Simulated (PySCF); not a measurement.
# BiI3: other functionals and bases at one geometry

One table from this session's results is given with a row withheld; the runs are named, their logs left out.

Program: PySCF 2.14.0. Level of theory: several levels, as the steps say, no spin–orbit coupling. These are calculated values, not measurements.

5 further runs of the same task are left out: 2 for a known fault of the program, 1 that didn't finish, 2 set aside as unsound or not needed.

## Where the work starts

4 atoms, charge 0, spin multiplicity 1.

Bond lengths: Bi1–I2 2.837 Å, Bi1–I3 2.837 Å, Bi1–I4 2.830 Å. Angles: I2–Bi1–I3 100.3°, I2–Bi1–I4 100.6°, I3–Bi1–I4 100.6°.

As a file:

```xyz
4
charge 0, multiplicity 1
Bi    0.0030    0.9385    0.0000
I    -1.2578   -0.3713    2.1775
I    -1.2578   -0.3713   -2.1775
I     2.5191   -0.3575    0.0000
```

Formal oxidation states: Bi +3. An earlier session relaxed this geometry at r2SCAN, Bi def2-SVP with ECP60, I def2-SVP with ECP28 (singlet, point group C3v).

At r2SCAN on the finer grid: E = -1108.323462 Eh, HOMO -6.76 eV, LUMO -3.77 eV, Mulliken charge on Bi1 +0.56 e, largest force component 0.068 eV/Å. 

Levels to run: B3LYP; PBE; PBE0; CAM-B3LYP; r2SCAN, TZVP; r2SCAN, x2c-SVP. Hardware: 2 threads of Arm Neoverse V1, shared host.

Set-up of the first run:

run.py (the lines that set the calculation)

```python
mol = gto.M(atom='''
Bi     0.00303     0.93852     0.00000
I     -1.25777    -0.37133     2.17752
I     -1.25777    -0.37133    -2.17752
I      2.51912    -0.35754     0.00000''',
    basis={'Bi': 'def2-SVP', 'I': 'def2-SVP'},
    ecp={'Bi': 'def2-SVP', 'I': 'def2-SVP'},
    charge=0, spin=0)
mf = dft.RKS(mol, xc='B3LYP')
mf.grids.atom_grid = (75, 302)
mf = mf.density_fit()  # fitting sets: Bi def2-universal-JKFIT, I def2-universal-JKFIT
mf.conv_tol = 1e-08; mf.max_cycle = 55
mf.kernel(dm0)  # dm0: the density of the relaxed state
```

On the command line:

```
OMP_NUM_THREADS=2 python run.py
```

Among the steps run: B3LYP; PBE; PBE0; CAM-B3LYP; r2SCAN, TZVP; r2SCAN, x2c-SVP.

One of the session's tables, all rows but one given; the rest of the session is left out.

```
                level  HOMO (eV)  gap (eV)  charge on Bi1 (e)  dipole (D)  largest force component (eV/Å)
r2SCAN (relaxed here)      -6.76      2.99               0.56        2.83                            0.07
                B3LYP      -7.24      3.90               0.56        2.82                            0.22
                  PBE      -6.40      2.65               0.49        2.61                            0.17
                 PBE0      -7.56      4.33               0.56        2.89                            0.20
            CAM-B3LYP          ?         ?                  ?           ?                               ?
         r2SCAN, TZVP      -6.79      3.09               0.70        2.60                            0.32
      r2SCAN, x2c-SVP      -6.66      3.00               0.63        2.68                            0.69
```

Q: Estimate the row for CAM-B3LYP from the others.

As computed: HOMO (eV): -8.67; gap (eV): 6.34; charge on Bi1 (e): 0.59; dipole (D): 3.00; largest force component (eV/Å): 0.19. In the column «HOMO (eV)» it is the lowest.

In one basis the HOMO–LUMO gap runs from 2.65 eV (PBE) to 6.34 eV (CAM-B3LYP). The largest leftover force, 0.69 eV/Å with r2SCAN, x2c-SVP, stands at a geometry relaxed at another level. Total energies of different levels can't be compared.
